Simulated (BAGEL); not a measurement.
**CH4F2Ge (SMILES [CH3][GeH]([F])[F]): levels of theory compared**

Aim: a comparison of 4 runs (B3LYP/6-31G*, B3LYP/def2-SVP, PBE0/def2-SVP, RI-MP2/def2-SVP) of CH4F2Ge. 

Program for the calculation: BAGEL 1.2.2.

3 further runs of the same task are left out: 1 that didn't finish, 2 set aside as unsound or not needed. Runs told in other sessions of the task aren't counted.

### 1 The structure to begin with

The species is CH4F2Ge (8 atoms), meant as a singlet with charge 0. As SMILES, `[CH3][GeH]([F])[F]`. The shape is that of a PBE0-D4/def2-TZVP optimisation.

Bond lengths: C1–Ge2 1.922 Å, Ge2–F3 1.731 Å, Ge2–F4 1.731 Å, C1–H5 1.090 Å, C1–H6 1.090 Å, C1–H7 1.090 Å, Ge2–H8 1.531 Å. Some angles: C1–Ge2–F3 108.5°, C1–Ge2–F4 108.5°, F3–Ge2–F4 104.3°, C1–Ge2–H8 120.4°, F3–Ge2–H8 107.1°, F4–Ge2–H8 107.1°, Ge2–C1–H5 110.1°, Ge2–C1–H6 110.1°, Ge2–C1–H7 108.9°, H5–C1–H6 109.3°.

### 2 A single-point energy at B3LYP/6-31G(d) (density fitting with qzvpp-jkfit, spherical functions) (run 1)

Input file input.json:

```json
{ "bagel" : [

{
  "title" : "molecule",
  "basis" : "6-31gs.json",
  "df_basis" : "qzvpp-jkfit",
  "angstrom" : true,
  "geometry" : [
    { "atom" : "C", "xyz" : [      -0.327500,       0.971500,      -0.228700 ] },
    { "atom" : "Ge", "xyz" : [       0.203500,      -0.811600,       0.254400 ] },
    { "atom" : "F", "xyz" : [       1.873600,      -0.782400,       0.707300 ] },
    { "atom" : "F", "xyz" : [       0.164100,      -1.799000,      -1.166500 ] },
    { "atom" : "H", "xyz" : [      -1.357000,       0.970900,      -0.588000 ] },
    { "atom" : "H", "xyz" : [      -0.248000,       1.632700,       0.634700 ] },
    { "atom" : "H", "xyz" : [       0.329200,       1.333300,      -1.020100 ] },
    { "atom" : "H", "xyz" : [      -0.545800,      -1.572800,       1.351200 ] }
  ]
},

{
  "title" : "ks",
  "xc_func" : "b3lyp"
},

{
  "title" : "print",
  "file" : "orbitals.molden",
  "orbitals" : true
}

]}
```

The basis set 6-31G* is read from a file made from the Basis Set Exchange's data (not shown).

Command:

```bash
$ BAGEL_NUM_THREADS=1 BAGEL input.json > input.out
```

Standard output:

```text
* using 1 threads per process

  ===============================================================
  ===============================================================

  *** Geometry ***

  { "atom" : "C", "xyz" : [     -0.618885,      1.835869,     -0.432180 ] },
  { "atom" : "Ge", "xyz" : [      0.384559,     -1.533702,      0.480746 ] },
  { "atom" : "F", "xyz" : [      3.540591,     -1.478522,      1.336603 ] },
  { "atom" : "F", "xyz" : [      0.310104,     -3.399617,     -2.204366 ] },
  { "atom" : "H", "xyz" : [     -2.564358,      1.834735,     -1.111159 ] },
  { "atom" : "H", "xyz" : [     -0.468652,      3.085356,      1.199409 ] },
  { "atom" : "H", "xyz" : [      0.622098,      2.519572,     -1.927710 ] },
  { "atom" : "H", "xyz" : [     -1.031413,     -2.972161,      2.553398 ] },

  Number of auxiliary basis functions:      567

  Since a DF basis is specified, we compute 2- and 3-index integrals:
    o Being stored without compression. Storage requirement is 0.031 GB

  Number of basis functions:       82
  Number of electrons      :       60

    * METHOD: MOLECULE                             0.38

  *** Kohn-Sham DFT ***

    * Removing 14010 points whose weight is below 1.00e-10
    * Grid points: 105238

  === Nuclear Repulsion ===
   318.4522505022

       - DIIS with orbital gradients will be used.

  === KS iteration (b3lyp / 6-31gs.json) ===
      0      -2221.48499695          0.11953730           0.44
      1      -2026.52119515          0.24288663           0.43
      2      -2201.84924108          0.15106900           0.43
      3      -2293.76149016          0.12766172           0.43
      4      -2274.31838481          0.34776624           0.43
      5      -2284.41728668          0.28738200           0.43
      6      -2281.97017139          0.31639698           0.42
      7      -2209.84440951          0.21736051           0.43
      8      -2270.47857598          0.21331390           0.46
      9      -2287.79201086          0.15423350           0.43
     10      -2313.03702791          0.09005353           0.43
     11      -2316.78781337          0.02744919           0.43
     12      -2316.39900156          0.03419572           0.44
     13      -2316.96840602          0.01013162           0.43
     14      -2317.01990519          0.00440047           0.43
     15      -2317.02894993          0.00140845           0.42
     16      -2317.02985811          0.00025204           0.43
     17      -2317.02988584          0.00007473           0.46
     18      -2317.02988762          0.00001557           0.44
     19      -2317.02988764          0.00001335           0.43
     20      -2317.02988773          0.00000143           0.43
     21      -2317.02988773          0.00000106           0.43
     22      -2317.02988773          0.00000015           0.43
     23      -2317.02988773          0.00000002           0.43
     24      -2317.02988773          0.00000001           0.46
     25      -2317.02988773          0.00000000           0.43
    * SCF iteration converged.

    * Permanent dipole moment:
           (    0.851622,    -0.790846,    -0.347986) a.u.

    * METHOD: KS                                  11.81

    * METHOD: PRINT                                0.02

  ===============================================================
```

Wall time 13 s (1 thread of Arm Neoverse V1, shared host); peak memory 0.46 GiB.

### 3 The energy at B3LYP/def2-SVP (density fitting with qzvpp-jkfit) (run 2)

Input file dft.json:

```json
{ "bagel": [

{
  "title": "molecule",
  "basis": "svp",
  "df_basis": "qzvpp-jkfit",
  "angstrom": "true",
  "geometry": [
    { "atom": "C", "xyz": [   -0.327500,    0.971500,   -0.228700 ] },
    { "atom": "Ge", "xyz": [    0.203500,   -0.811600,    0.254400 ] },
    { "atom": "F", "xyz": [    1.873600,   -0.782400,    0.707300 ] },
    { "atom": "F", "xyz": [    0.164100,   -1.799000,   -1.166500 ] },
    { "atom": "H", "xyz": [   -1.357000,    0.970900,   -0.588000 ] },
    { "atom": "H", "xyz": [   -0.248000,    1.632700,    0.634700 ] },
    { "atom": "H", "xyz": [    0.329200,    1.333300,   -1.020100 ] },
    { "atom": "H", "xyz": [   -0.545800,   -1.572800,    1.351200 ] }
  ]
},
{ "title": "ks", "xc_func": "b3lyp" },
{ "title": "print", "file": "orbitals.molden", "orbitals": "true" }

]}
```

Command:

```bash
$ BAGEL_NUM_THREADS=1 BAGEL dft.json > dft.out
```

Standard output:

```text
* using 1 threads per process

  ===============================================================
  ===============================================================

  *** Geometry ***

  { "atom" : "C", "xyz" : [     -0.618885,      1.835869,     -0.432180 ] },
  { "atom" : "Ge", "xyz" : [      0.384559,     -1.533702,      0.480746 ] },
  { "atom" : "F", "xyz" : [      3.540591,     -1.478522,      1.336603 ] },
  { "atom" : "F", "xyz" : [      0.310104,     -3.399617,     -2.204366 ] },
  { "atom" : "H", "xyz" : [     -2.564358,      1.834735,     -1.111159 ] },
  { "atom" : "H", "xyz" : [     -0.468652,      3.085356,      1.199409 ] },
  { "atom" : "H", "xyz" : [      0.622098,      2.519572,     -1.927710 ] },
  { "atom" : "H", "xyz" : [     -1.031413,     -2.972161,      2.553398 ] },

  Number of auxiliary basis functions:      567

  Since a DF basis is specified, we compute 2- and 3-index integrals:
    o Being stored without compression. Storage requirement is 0.040 GB

  Number of basis functions:       94
  Number of electrons      :       60

    * METHOD: MOLECULE                             0.37

  *** Kohn-Sham DFT ***

    * Removing 14010 points whose weight is below 1.00e-10
    * Grid points: 105238

  === Nuclear Repulsion ===
   318.4522505022

       - DIIS with orbital gradients will be used.

  === KS iteration (b3lyp / svp) ===
      0      -2236.45251067          0.11417850           0.51
      1      -2019.55027416          0.24192174           0.50
      2      -2220.36523932          0.12235010           0.50
      3      -2277.87506872          0.23004625           0.52
      4      -2289.03457512          0.16370982           0.50
      5      -2284.23075052          0.22065550           0.51
      6      -2260.42028997          0.20002892           0.51
      7      -2225.75839950          0.17988491           0.51
      8      -2232.22147465          0.15492735           0.48
      9      -2312.86716359          0.06223155           0.50
     10      -2287.67692896          0.26677922           0.50
     11      -2303.35858821          0.19376901           0.49
     12      -2304.75913406          0.18151448           0.52
     13      -2315.86596390          0.05144636           0.49
     14      -2316.02559946          0.03856792           0.49
     15      -2316.47198091          0.02462698           0.52
     16      -2316.87623831          0.00188439           0.49
     17      -2316.87840734          0.00044076           0.50
     18      -2316.87851556          0.00007559           0.48
     19      -2316.87851750          0.00004069           0.48
     20      -2316.87851834          0.00000809           0.49
     21      -2316.87851837          0.00000108           0.52
     22      -2316.87851837          0.00000092           0.50
     23      -2316.87851838          0.00000021           0.48
     24      -2316.87851838          0.00000006           0.48
     25      -2316.87851838          0.00000002           0.49
     26      -2316.87851838          0.00000001           0.52
    * SCF iteration converged.

    * Permanent dipole moment:
           (    0.858312,    -0.800271,    -0.349002) a.u.

    * METHOD: KS                                  14.03

    * METHOD: PRINT                                0.02

  ===============================================================
```

It took 15 s on 1 thread of Arm Neoverse V1, shared host; peak memory 0.5 GiB.

### 4 The energy at PBE0/def2-SVP (density fitting with qzvpp-jkfit) (run 3)

Input file calc.json:

```json
{ "bagel" : [

{
  "title" : "molecule",
  "basis" : "svp",
  "df_basis" : "qzvpp-jkfit",
  "angstrom" : true,
  "geometry" : [
    { "atom" : "C", "xyz" : [   -0.327500,    0.971500,   -0.228700 ] },
    { "atom" : "Ge", "xyz" : [    0.203500,   -0.811600,    0.254400 ] },
    { "atom" : "F", "xyz" : [    1.873600,   -0.782400,    0.707300 ] },
    { "atom" : "F", "xyz" : [    0.164100,   -1.799000,   -1.166500 ] },
    { "atom" : "H", "xyz" : [   -1.357000,    0.970900,   -0.588000 ] },
    { "atom" : "H", "xyz" : [   -0.248000,    1.632700,    0.634700 ] },
    { "atom" : "H", "xyz" : [    0.329200,    1.333300,   -1.020100 ] },
    { "atom" : "H", "xyz" : [   -0.545800,   -1.572800,    1.351200 ] }
  ]
},
{
  "title" : "ks",
  "xc_func" : "pbe0"
},
{
  "title" : "print",
  "file" : "orbitals.molden",
  "orbitals" : true
}

]}
```

Command:

```bash
$ BAGEL_NUM_THREADS=1 BAGEL calc.json > calc.out
```

Standard output:

```text
* using 1 threads per process

  ===============================================================
  ===============================================================

  *** Geometry ***

  { "atom" : "C", "xyz" : [     -0.618885,      1.835869,     -0.432180 ] },
  { "atom" : "Ge", "xyz" : [      0.384559,     -1.533702,      0.480746 ] },
  { "atom" : "F", "xyz" : [      3.540591,     -1.478522,      1.336603 ] },
  { "atom" : "F", "xyz" : [      0.310104,     -3.399617,     -2.204366 ] },
  { "atom" : "H", "xyz" : [     -2.564358,      1.834735,     -1.111159 ] },
  { "atom" : "H", "xyz" : [     -0.468652,      3.085356,      1.199409 ] },
  { "atom" : "H", "xyz" : [      0.622098,      2.519572,     -1.927710 ] },
  { "atom" : "H", "xyz" : [     -1.031413,     -2.972161,      2.553398 ] },

  Number of auxiliary basis functions:      567

  Since a DF basis is specified, we compute 2- and 3-index integrals:
    o Being stored without compression. Storage requirement is 0.040 GB

  Number of basis functions:       94
  Number of electrons      :       60

    * METHOD: MOLECULE                             0.38

  *** Kohn-Sham DFT ***

    * Removing 14010 points whose weight is below 1.00e-10
    * Grid points: 105238

  === Nuclear Repulsion ===
   318.4522505022

       - DIIS with orbital gradients will be used.

  === KS iteration (pbe0 / svp) ===
      0      -2236.03322571          0.11407481           0.50
      1      -2020.01379742          0.24141013           0.48
      2      -2220.01769491          0.12202934           0.51
      3      -2264.65816431          0.26703120           0.48
      4      -2298.53467981          0.13143263           0.49
      5      -2238.28106926          0.16814397           0.51
      6      -2261.40653343          0.24676319           0.48
      7      -2231.98019846          0.16889794           0.49
      8      -2251.25269324          0.18948970           0.50
      9      -2314.69750294          0.05094784           0.48
     10      -2316.22475389          0.01182649           0.51
     11      -2316.26830461          0.01110972           0.49
     12      -2316.32781658          0.00296403           0.50
     13      -2316.33166021          0.00081083           0.48
     14      -2316.33198277          0.00023147           0.48
     15      -2316.33201222          0.00006472           0.50
     16      -2316.33201462          0.00001112           0.48
     17      -2316.33201467          0.00000373           0.49
     18      -2316.33201468          0.00000107           0.49
     19      -2316.33201468          0.00000048           0.49
     20      -2316.33201468          0.00000020           0.49
     21      -2316.33201468          0.00000002           0.47
     22      -2316.33201468          0.00000001           0.47
     23      -2316.33201468          0.00000000           0.47
    * SCF iteration converged.

    * Permanent dipole moment:
           (    0.875199,    -0.807071,    -0.360709) a.u.

    * METHOD: KS                                  12.28

    * METHOD: PRINT                                0.02

  ===============================================================
```

Run time: 13 s. Hardware: 1 thread of Arm Neoverse V1, shared host; peak memory 0.5 GiB.

### 5 A single-point energy at RI-MP2/def2-SVP (density fitting with qzvpp-jkfit) (run 4)

Input file job.json:

```json
{ "bagel" : [

{
  "title" : "molecule",
  "basis" : "svp",
  "df_basis" : "qzvpp-jkfit",
  "angstrom" : "true",
  "geometry" : [
    { "atom" : "C", "xyz" : [   -0.327500,    0.971500,   -0.228700 ] },
    { "atom" : "Ge", "xyz" : [    0.203500,   -0.811600,    0.254400 ] },
    { "atom" : "F", "xyz" : [    1.873600,   -0.782400,    0.707300 ] },
    { "atom" : "F", "xyz" : [    0.164100,   -1.799000,   -1.166500 ] },
    { "atom" : "H", "xyz" : [   -1.357000,    0.970900,   -0.588000 ] },
    { "atom" : "H", "xyz" : [   -0.248000,    1.632700,    0.634700 ] },
    { "atom" : "H", "xyz" : [    0.329200,    1.333300,   -1.020100 ] },
    { "atom" : "H", "xyz" : [   -0.545800,   -1.572800,    1.351200 ] }
  ]
},
{
  "title" : "hf"
},
{
  "title" : "mp2",
  "ncore" : 12
}

]}
```

Command:

```bash
$ BAGEL_NUM_THREADS=1 BAGEL job.json > job.out
```

Standard output:

```text
* using 1 threads per process

  ===============================================================
  ===============================================================

  *** Geometry ***

  { "atom" : "C", "xyz" : [     -0.618885,      1.835869,     -0.432180 ] },
  { "atom" : "Ge", "xyz" : [      0.384559,     -1.533702,      0.480746 ] },
  { "atom" : "F", "xyz" : [      3.540591,     -1.478522,      1.336603 ] },
  { "atom" : "F", "xyz" : [      0.310104,     -3.399617,     -2.204366 ] },
  { "atom" : "H", "xyz" : [     -2.564358,      1.834735,     -1.111159 ] },
  { "atom" : "H", "xyz" : [     -0.468652,      3.085356,      1.199409 ] },
  { "atom" : "H", "xyz" : [      0.622098,      2.519572,     -1.927710 ] },
  { "atom" : "H", "xyz" : [     -1.031413,     -2.972161,      2.553398 ] },

  Number of auxiliary basis functions:      567

  Since a DF basis is specified, we compute 2- and 3-index integrals:
    o Being stored without compression. Storage requirement is 0.040 GB

  Number of basis functions:       94
  Number of electrons      :       60

    * METHOD: MOLECULE                             0.37

  *** RHF ***

  === Nuclear Repulsion ===
   318.4522505022

      * DIIS with orbital gradients will be used.

  === RHF iteration (svp) ===
      0      -2313.80368356          0.01930272           0.14
      1      -2313.97392412          0.01242687           0.13
      2      -2314.06995694          0.00136684           0.13
      3      -2314.07138958          0.00050705           0.12
      4      -2314.07156573          0.00006401           0.13
      5      -2314.07157144          0.00001999           0.13
      6      -2314.07157186          0.00000846           0.13
      7      -2314.07157193          0.00000176           0.12
      8      -2314.07157193          0.00000062           0.13
      9      -2314.07157193          0.00000019           0.13
     10      -2314.07157194          0.00000004           0.13
     11      -2314.07157194          0.00000001           0.13
     12      -2314.07157194          0.00000000           0.13
    * SCF iteration converged.

    * Permanent dipole moment:
           (    0.999001,    -0.863674,    -0.442941) a.u.

    * METHOD: HF                                   1.99

  *** RHF ***

  === Nuclear Repulsion ===
   318.4522505022

      * DIIS with orbital gradients will be used.

  === RHF iteration (svp) ===
      0      -2314.07157194          0.00000000           0.13
    * SCF iteration converged.

    * Permanent dipole moment:
           (    0.999001,    -0.863673,    -0.442942) a.u.

  === DF-MP2 calculation ===

    * freezing 12 orbitals
    * 3-index integral transformation done
    * assembly done

      MP2 correlation energy:   -0.7458053903      0.08

      MP2 total energy:       -2314.8173773254

    * METHOD: MP2                                  0.35

  ===============================================================
```

Run time: 2.9 s. Hardware: 1 thread of Arm Neoverse V1, shared host; peak memory 0.16 GiB.

### 6 The series

| run | level | frozen core orbitals | energy (Eh) | dipole moment (D) | HOMO energy (eV) | LUMO energy (eV) | wall time |
| --- | --- | --- | --- | --- | --- | --- | --- |
| 1 | B3LYP/6-31G* (density fitting with qzvpp-jkfit, spherical functions) | – | -2317.029888 | 3.08 | -8.93 | 0.69 | 13 s |
| 2 | B3LYP/def2-SVP (density fitting with qzvpp-jkfit) | – | -2316.878518 | 3.11 | -9.09 | 0.72 | 15 s |
| 3 | PBE0/def2-SVP (density fitting with qzvpp-jkfit) | – | -2316.332015 | 3.16 | -9.37 | 0.99 | 13 s |
| 4 | RI-MP2/def2-SVP (density fitting with qzvpp-jkfit) | 12 | -2314.817377 | – | – | – | 2.9 s |

### 7 Results

| quantity | value |
| --- | --- |
| run 4: total energy | -2314.81738 Eh |
| run 4: correlation energy (12 core orbitals frozen) | -745.8 mEh |

What this shows: Over runs 1, 2, 3 the dipole moment (its size) runs from 3.08 D (B3LYP/6-31G*) to 3.16 D (PBE0/def2-SVP). The two ends differ in method and basis. Over runs 1, 2, 3 the HOMO–LUMO gap runs from 9.62 eV (B3LYP/6-31G*) to 10.36 eV (PBE0/def2-SVP). Totals of different functionals can't be ranked against each other. All runs together took 43 s, the longest 15 s.
